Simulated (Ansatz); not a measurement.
**CH7GaSn (SMILES [CH3][SnH2][GaH2]) at 6 levels**

Aim: a comparison of 6 runs (HF/3-21G, BLYP/def2-SVP, PBE/def2-SVP, SVWN5/def2-SVP, revPBE/def2-SVP, CCSD/def2-SVP) of CH7GaSn. 

The calculation is run with Ansatz 0.2.0.

38 further runs of the same task are left out: 38 set aside as unsound or not needed.

### Step 1. The system as given

The species is CH7GaSn (10 atoms), meant as a singlet with charge 0. As SMILES, `[CH3][SnH2][GaH2]`. One bond was lengthened or shortened from a relaxed shape.

Bond lengths: C1–Sn2 2.149 Å, Sn2–Ga3 2.622 Å, C1–H4 1.090 Å, C1–H5 1.090 Å, C1–H6 1.090 Å, Sn2–H7 1.975 Å, Sn2–H8 1.717 Å, Ga3–H9 1.576 Å, Ga3–H10 1.574 Å. Some angles: C1–Sn2–Ga3 113.9°, C1–Sn2–H7 107.9°, C1–Sn2–H8 108.0°, Ga3–Sn2–H7 110.2°, Ga3–Sn2–H8 110.6°, Sn2–C1–H4 109.9°, Sn2–C1–H5 110.0°, Sn2–C1–H6 110.0°, Sn2–Ga3–H9 121.1°, Sn2–Ga3–H10 120.9°.

### Step 2. A single-point energy at HF/3-21G (run 1)

Contents of in.yaml:

```yaml
crystal:
  periodic: [false, false, false]
  atoms:
    - {symbol: C, position_ang: [-1.578318, 0.820333, -0.491361]}
    - {symbol: Sn, position_ang: [0.291582, -0.232067, -0.614261]}
    - {symbol: Ga, position_ang: [1.838882, 0.107633, 1.474639]}
    - {symbol: H, position_ang: [-2.171318, 0.628433, -1.385761]}
    - {symbol: H, position_ang: [-2.136018, 0.487133, 0.384039]}
    - {symbol: H, position_ang: [-1.397618, 1.892033, -0.407361]}
    - {symbol: H, position_ang: [-0.106900, -2.150300, -0.863700]}
    - {symbol: H, position_ang: [1.091782, 0.275733, -2.046061]}
    - {symbol: H, position_ang: [1.362682, 0.961733, 2.710239]}
    - {symbol: H, position_ang: [3.273282, -0.538667, 1.532439]}
basis:
  gaussian: {orbitals: 3-21G-spherical.json}
hamiltonian: {xc: hf}
accuracy: high
output: {orbitals: {seedname: orbitals}}
```

The basis set 3-21G is read from a file made from the Basis Set Exchange's data (not shown).

Launch:

```console
$ ansatz run in.yaml --threads 1 --pin off --max-ram 2610MiB --events-out events.jsonl --progress --plain --runs-dir runs
```

The log of the run:

```text
Warning: RAYON_NUM_THREADS=1 ignored (pool sized by the plan → 1); use --threads N
Functional definition: HF
  name "HF"
  exchange = exact_x
  correlation = 0
1556 factors; integrals over basis functions are off by at most 3.9e-8 eV
mean field evaluation 1: about -216377.4991 eV, gradient 1.9e1 eV
mean field evaluation 2: about -216377.7012 eV, gradient 1.9e1 eV
mean field evaluation 4: about -216378.8947 eV, gradient 1.8e0 eV
mean field evaluation 8: about -216378.9093 eV, gradient 1.5e-4 eV
mean field -216378.90929583 eV, -7951.7782497294 hartree, gradient 6.0e-9 eV, S^2 0.000000; 0 other end points of the search recorded, 0 dependent functions left out
reference -216378.90929583 eV, -7951.7782497294 hartree; 47, 47 occupied and 29, 29 virtual orbitals, 1556 factors
Total energy: -216378.90929583 eV, -7951.7782497294 hartree
```

Run time: 2.2 s. Hardware: 1 thread of Arm Neoverse V2, shared host; peak memory 0.23 GiB.

### Step 3. A single-point energy at BLYP/def2-SVP (core potential) (run 2)

Contents of input.yaml:

```yaml
crystal:
  periodic: [false, false, false]
  atoms:
    - {symbol: C, position_ang: [-1.578318, 0.820333, -0.491361]}
    - {symbol: Sn, position_ang: [0.291582, -0.232067, -0.614261]}
    - {symbol: Ga, position_ang: [1.838882, 0.107633, 1.474639]}
    - {symbol: H, position_ang: [-2.171318, 0.628433, -1.385761]}
    - {symbol: H, position_ang: [-2.136018, 0.487133, 0.384039]}
    - {symbol: H, position_ang: [-1.397618, 1.892033, -0.407361]}
    - {symbol: H, position_ang: [-0.106900, -2.150300, -0.863700]}
    - {symbol: H, position_ang: [1.091782, 0.275733, -2.046061]}
    - {symbol: H, position_ang: [1.362682, 0.961733, 2.710239]}
    - {symbol: H, position_ang: [3.273282, -0.538667, 1.532439]}
basis:
  gaussian:
    orbitals: def2-SVP
total_charge: 0
hamiltonian:
  xc: {name: BLYP}
accuracy: high
output:
  orbitals: {seedname: orbitals}
```

Launch:

```console
$ ansatz run input.yaml --threads 1 --pin off --max-ram 2610MiB --events-out events.jsonl --progress --plain --runs-dir runs
```

The log of the run:

```text
Warning: RAYON_NUM_THREADS=1 ignored (pool sized by the plan → 1); use --threads N
Functional definition: BLYP
  name "BLYP"
  parameter beta = 0.0042
  parameter a = 0.04918
  parameter b = 0.132
  parameter c = 0.2533
  parameter d = 0.349
  exchange = b88_x(beta = beta)
  correlation = lyp_c(a = a, b = b, c = c, d = d)
2475 factors; integrals over basis functions are off by at most 2.4e-8 eV
mean field evaluation 1: about -59341.1567 eV, gradient 6.6e1 eV
mean field evaluation 2: about -59292.1104 eV, gradient 1.1e2 eV
mean field evaluation 4: about -59350.8830 eV, gradient 9.1e0 eV
mean field evaluation 8: about -59351.1106 eV, gradient 3.3e-1 eV
mean field evaluation 16: about -59351.1109 eV, gradient 3.5e-5 eV
mean field -59351.11089791 eV, -2181.1130958703 hartree, gradient 3.8e-8 eV, S^2 0.000000; 0 other end points of the search recorded, 0 dependent functions left out
reference -59351.11096512 eV, -2181.1130983402 hartree; 33, 33 occupied and 74, 74 virtual orbitals, 2475 factors
Total energy: -59351.11096512 eV, -2181.1130983402 hartree
```

It took 9.9 s on 1 thread of Arm Neoverse V2, shared host; peak memory 0.3 GiB.

Runs 3 to 5 aren't shown in full; the table further down has their settings and results.

### Step 4. The energy at CCSD/def2-SVP (core potential) (run 6)

Contents of molecule.yaml:

```yaml
crystal:
  periodic: [false, false, false]
  atoms:
    - {symbol: C, position_ang: [-1.578318, 0.820333, -0.491361]}
    - {symbol: Sn, position_ang: [0.291582, -0.232067, -0.614261]}
    - {symbol: Ga, position_ang: [1.838882, 0.107633, 1.474639]}
    - {symbol: H, position_ang: [-2.171318, 0.628433, -1.385761]}
    - {symbol: H, position_ang: [-2.136018, 0.487133, 0.384039]}
    - {symbol: H, position_ang: [-1.397618, 1.892033, -0.407361]}
    - {symbol: H, position_ang: [-0.106900, -2.150300, -0.863700]}
    - {symbol: H, position_ang: [1.091782, 0.275733, -2.046061]}
    - {symbol: H, position_ang: [1.362682, 0.961733, 2.710239]}
    - {symbol: H, position_ang: [3.273282, -0.538667, 1.532439]}
basis:
  gaussian: {orbitals: def2-SVP}
magnetization: {spin_polarized: false, initial_magnetization: 0}
correlation: {method: ccsd, frozen_orbitals: {C: 1, Ga: 9, H: 0, Sn: 4}}
accuracy: high
scf: {omitted_lower_state_checks: [cluster_reference, increment]}
```

Launch:

```console
$ ansatz run molecule.yaml --threads 1 --pin off --max-ram 2610MiB --events-out events.jsonl --progress --plain --runs-dir runs
```

The log of the run, cut to the lines that bear on the results:

```text
Warning: RAYON_NUM_THREADS=1 ignored (pool sized by the plan → 1); use --threads N
[... 2 set-up lines as earlier in the session ...]
[...]
2475 factors; integrals over basis functions are off by at most 2.4e-8 eV
[...]
mean field -59272.33254012 eV, -2178.2180446194 hartree, gradient 5.6e-8 eV, S^2 0.000000; 0 other end points of the search recorded, 0 dependent functions left out
14 core orbitals not correlated: weight in the atoms' cores, before any rotation towards them, 1.000 or more for the frozen orbitals, at most 0.000 for the correlated occupied ones
reference -59272.33254012 eV, -2178.2180446194 hartree; 19, 19 occupied and 74, 74 virtual orbitals, 2475 factors
second order -13.11029894 eV of doubles, -0.00000000 eV of singles
cycle   1  -13.54523195 eV  change   -4.3e-1 eV  update   1.0e-1
[...]
cycle  22  -14.19624081 eV  change   -2.2e-9 eV  update   1.7e-9
Total energy: -59286.52878093 eV, -2178.7397468468 hartree
Checks for a lower state left out: cluster_reference, increment
```

It took 42 s on 1 thread of Arm Neoverse V2, shared host; peak memory 0.84 GiB.

### Step 5. Overview of the runs

| run | level | core potential | frozen core orbitals | energy (Eh) | HOMO energy (eV) | LUMO energy (eV) | HOMO–LUMO gap (eV) | wall time |
| --- | --- | --- | --- | --- | --- | --- | --- | --- |
| 1 | HF/3-21G | none | – | -7951.778250 | -9.38 | 0.42 | 9.80 | 2.2 s |
| 2 | BLYP/def2-SVP (core potential) | def2-SVP | – | -2181.113098 | -5.99 | -2.86 | 3.13 | 9.9 s |
| 3 | PBE/def2-SVP (core potential) | def2-SVP | – | -2180.776459 | -6.16 | -2.95 | 3.21 | 9.6 s |
| 4 | SVWN5/def2-SVP (core potential) | def2-SVP | – | -2177.363289 | -6.25 | -3.16 | 3.09 | 6.6 s |
| 5 | revPBE/def2-SVP (core potential) | def2-SVP | – | -2181.037776 | -6.12 | -2.85 | 3.27 | 9.6 s |
| 6 | CCSD/def2-SVP (core potential) | def2-SVP | 14 | -2178.739747 | – | – | – | 42 s |

### Step 6. Results

| quantity | value |
| --- | --- |
| run 6: total energy | -2178.73975 Eh |
| run 6: correlation energy (14 core orbitals frozen) | -521.7 mEh |
| run 6: T1 diagnostic | 0.011 |

Over runs 1, 2, 3, 4, 5 the HOMO–LUMO gap runs from 3.09 eV (SVWN5/def2-SVP) to 9.80 eV (HF/3-21G). The two ends differ in method and basis and core potential. Totals of different functionals can't be ranked against each other. Some runs of one species differ in core potentials or relativity; totals across that change don't compare. In run 1 relativity is left out where basis or elements ask for it. All runs together took 80 s, the longest 42 s.
